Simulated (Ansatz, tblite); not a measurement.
**GeMe(OiPr)3 (C10H24GeO3): rung by rung**

An exercise on one series of results from a longer session: the logs are not shown, and one member is left open.

Method: as each input shows; program: Ansatz 0.2.0, Gaussian basis.

The runs, in order: GFN1-xTB, GFN2-xTB, PBE-D4/def2-TZVP, r2SCAN-D4/def2-TZVP, HF/def2-TZVP, LDA/def2-TZVP, B2PLYP/def2-TZVP, PBE+5HF/def2-SVP, PBE+10HF/def2-SVP, PBE+15HF/def2-SVP, PBE+35HF/def2-SVP, PBE+50HF/def2-SVP, PBE-D4/def2-SVP, PBE0-D4/def2-SVP, HF/6-31G, B3LYP-D4/6-31G, MP2/def2-TZVP, RPA/def2-TZVP.

## The geometry

The geometry is that of the singlet, from an earlier relaxation (r2SCAN-D4/def2-SVP).

38 atoms, charge 0, spin multiplicity 1.

Bond lengths: Ge1–C2 1.928 Å, Ge1–O6 1.771 Å, Ge1–O17 1.787 Å, Ge1–O28 1.769 Å, C2–H3 1.099 Å, C2–H4 1.099 Å, C2–H5 1.099 Å, O6–C7 1.434 Å, C7–C8 1.519 Å, C7–C9 1.522 Å, C7–H10 1.108 Å, C8–H11 1.102 Å, C8–H12 1.101 Å, C8–H13 1.100 Å, C9–H14 1.101 Å, C9–H15 1.103 Å, C9–H16 1.102 Å, O17–C18 1.428 Å and more. Angles: C2–Ge1–O6 106.5°, C2–Ge1–O17 113.0°, C2–Ge1–O28 114.4°, O6–Ge1–O17 112.4°, O6–Ge1–O28 106.7°, O17–Ge1–O28 103.9°, Ge1–C2–H3 110.7°, Ge1–C2–H4 110.2°, Ge1–C2–H5 108.6°, H3–C2–H4 109.4°, H3–C2–H5 109.1°, H4–C2–H5 108.8°, Ge1–O6–C7 121.2°, O6–C7–C8 107.0°, O6–C7–C9 110.3°, O6–C7–H10 108.8°, C8–C7–C9 112.6°, C8–C7–H10 109.0° and more.

Coordinates:

```
Ge    0.2622   -0.1748    1.0710
C     0.6340    0.2344    2.9175
H    -0.2581    0.6454    3.4113
H     1.4577    0.9590    2.9878
H     0.9332   -0.6918    3.4283
O     1.8129   -0.6007    0.3293
C     1.8724   -1.2713   -0.9366
C     3.1847   -2.0346   -0.9736
C     1.7464   -0.2666   -2.0735
H     1.0335   -1.9932   -0.9986
H     4.0303   -1.3341   -0.8803
H     3.2914   -2.5901   -1.9186
H     3.2361   -2.7483   -0.1380
H     0.7952    0.2834   -2.0023
H     2.5693    0.4656   -2.0246
H     1.7853   -0.7715   -3.0523
O    -0.5612    1.1587    0.2117
C    -0.2478    2.5233    0.4942
C    -1.3704    3.3657   -0.0861
C     1.1156    2.8990   -0.0725
H    -0.2273    2.6769    1.5954
H    -1.4191    3.2211   -1.1773
H    -1.2108    4.4356    0.1200
H    -2.3374    3.0635    0.3429
H     1.9075    2.2438    0.3255
H     1.1129    2.7888   -1.1687
H     1.3715    3.9421    0.1735
O    -0.8120   -1.5598    0.8320
C    -2.1589   -1.4427    0.3540
C    -2.9198   -2.6429    0.8908
C    -2.1716   -1.3688   -1.1660
H    -2.6132   -0.5127    0.7512
H    -2.4632   -3.5734    0.5165
H    -3.9743   -2.6161    0.5738
H    -2.8824   -2.6628    1.9905
H    -1.6280   -0.4748   -1.5069
H    -1.6931   -2.2657   -1.5929
H    -3.2037   -1.3095   -1.5484
```

PBE0-D4/def2-TZVP was run before; its log isn't repeated, and its numbers join the tables.

The first run:

Tight binding, by tblite at 300 K electronic temperature and without a spin-polarisation term:

```python
tblite.interface.Calculator('GFN1-xTB', numbers, positions, charge=0, uhf=0).singlepoint()
```

Tight binding, by tblite at 300 K electronic temperature and without a spin-polarisation term:

```python
tblite.interface.Calculator('GFN2-xTB', numbers, positions, charge=0, uhf=0).singlepoint()
```

start.molden holds the orbitals of an earlier run on this state, given as this run's starting guess.

The input, in.yaml:

```yaml
crystal:
  periodic: [false, false, false]
  atoms:
    - {symbol: Ge, position_ang: [0.262196, -0.174785, 1.070956]}
    - {symbol: C, position_ang: [0.633973, 0.234376, 2.917548]}
    - {symbol: H, position_ang: [-0.258070, 0.645409, 3.411270]}
    - {symbol: H, position_ang: [1.457723, 0.959025, 2.987789]}
    - {symbol: H, position_ang: [0.933151, -0.691849, 3.428285]}
    - {symbol: O, position_ang: [1.812903, -0.600703, 0.329280]}
    - {symbol: C, position_ang: [1.872373, -1.271314, -0.936628]}
    - {symbol: C, position_ang: [3.184716, -2.034611, -0.973559]}
    - {symbol: C, position_ang: [1.746427, -0.266584, -2.073545]}
    - {symbol: H, position_ang: [1.033518, -1.993181, -0.998550]}
    - {symbol: H, position_ang: [4.030326, -1.334091, -0.880267]}
    - {symbol: H, position_ang: [3.291368, -2.590057, -1.918610]}
    - {symbol: H, position_ang: [3.236133, -2.748323, -0.137969]}
    - {symbol: H, position_ang: [0.795186, 0.283406, -2.002274]}
    - {symbol: H, position_ang: [2.569317, 0.465574, -2.024587]}
    - {symbol: H, position_ang: [1.785308, -0.771540, -3.052251]}
    - {symbol: O, position_ang: [-0.561155, 1.158678, 0.211689]}
    - {symbol: C, position_ang: [-0.247779, 2.523283, 0.494240]}
    - {symbol: C, position_ang: [-1.370379, 3.365684, -0.086050]}
    - {symbol: C, position_ang: [1.115641, 2.898977, -0.072489]}
    - {symbol: H, position_ang: [-0.227266, 2.676892, 1.595369]}
    - {symbol: H, position_ang: [-1.419098, 3.221115, -1.177254]}
    - {symbol: H, position_ang: [-1.210833, 4.435622, 0.119965]}
    - {symbol: H, position_ang: [-2.337380, 3.063515, 0.342920]}
    - {symbol: H, position_ang: [1.907473, 2.243794, 0.325518]}
    - {symbol: H, position_ang: [1.112936, 2.788769, -1.168750]}
    - {symbol: H, position_ang: [1.371511, 3.942068, 0.173511]}
    - {symbol: O, position_ang: [-0.811968, -1.559768, 0.831980]}
    - {symbol: C, position_ang: [-2.158854, -1.442688, 0.353981]}
    - {symbol: C, position_ang: [-2.919805, -2.642903, 0.890776]}
    - {symbol: C, position_ang: [-2.171615, -1.368763, -1.165980]}
    - {symbol: H, position_ang: [-2.613219, -0.512705, 0.751230]}
    - {symbol: H, position_ang: [-2.463219, -3.573350, 0.516457]}
    - {symbol: H, position_ang: [-3.974310, -2.616051, 0.573792]}
    - {symbol: H, position_ang: [-2.882416, -2.662771, 1.990511]}
    - {symbol: H, position_ang: [-1.628036, -0.474832, -1.506924]}
    - {symbol: H, position_ang: [-1.693126, -2.265744, -1.592938]}
    - {symbol: H, position_ang: [-3.203670, -1.309547, -1.548413]}
basis:
  gaussian: {orbitals: def2-TZVP, fitting: {mean_field: def2-universal-jkfit}, initial_orbitals: start.molden}
hamiltonian: {xc: pbe, dispersion: d4}
scf: {omitted_lower_state_checks: [starts]}
output: {forces: true, orbitals: {seedname: orbitals}}
```

Command:

```
> ansatz run in.yaml --threads 2 --pin off --events-out ev --progress --plain --max-ram 22528MiB --backend cuda --devices 0, --max-vram 18GiB
```

Steps of the session up to this table: PBE-D4/def2-TZVP; r2SCAN-D4/def2-TZVP; HF/def2-TZVP; LDA/def2-TZVP; B2PLYP/def2-TZVP; PBE+5HF/def2-SVP; PBE+10HF/def2-SVP; PBE+15HF/def2-SVP; PBE+35HF/def2-SVP; PBE+50HF/def2-SVP; PBE-D4/def2-SVP; PBE0-D4/def2-SVP; HF/6-31G; B3LYP-D4/6-31G; MP2/def2-TZVP; RPA/def2-TZVP.

One of the session's tables, all rows but one given; the rest of the session is left out.

It belongs to the step «Binding energy». 

| level | binding an atom (eV) |
| --- | --- |
| HF/6-31G | ? |
| HF/def2-TZVP | 3.044 |
| LDA/def2-TZVP | 4.700 |
| PBE-D4/def2-SVP | 4.232 |
| PBE-D4/def2-TZVP | 4.193 |
| r2SCAN-D4/def2-TZVP | 4.128 |
| B3LYP-D4/6-31G | 4.047 |
| PBE0-D4/def2-SVP | 4.173 |
| PBE0-D4/def2-TZVP | 4.133 |
| MP2/def2-TZVP | 4.041 |

Q: Estimate the row for HF/6-31G from the others.

The run gave: binding an atom (eV): 2.900. In the column «binding an atom (eV)» it is the lowest.

Caveats from the session: Free atoms were run apart at each level; binding is atoms less cluster, divided by the number of atoms, without zero-point or spin-orbit terms.
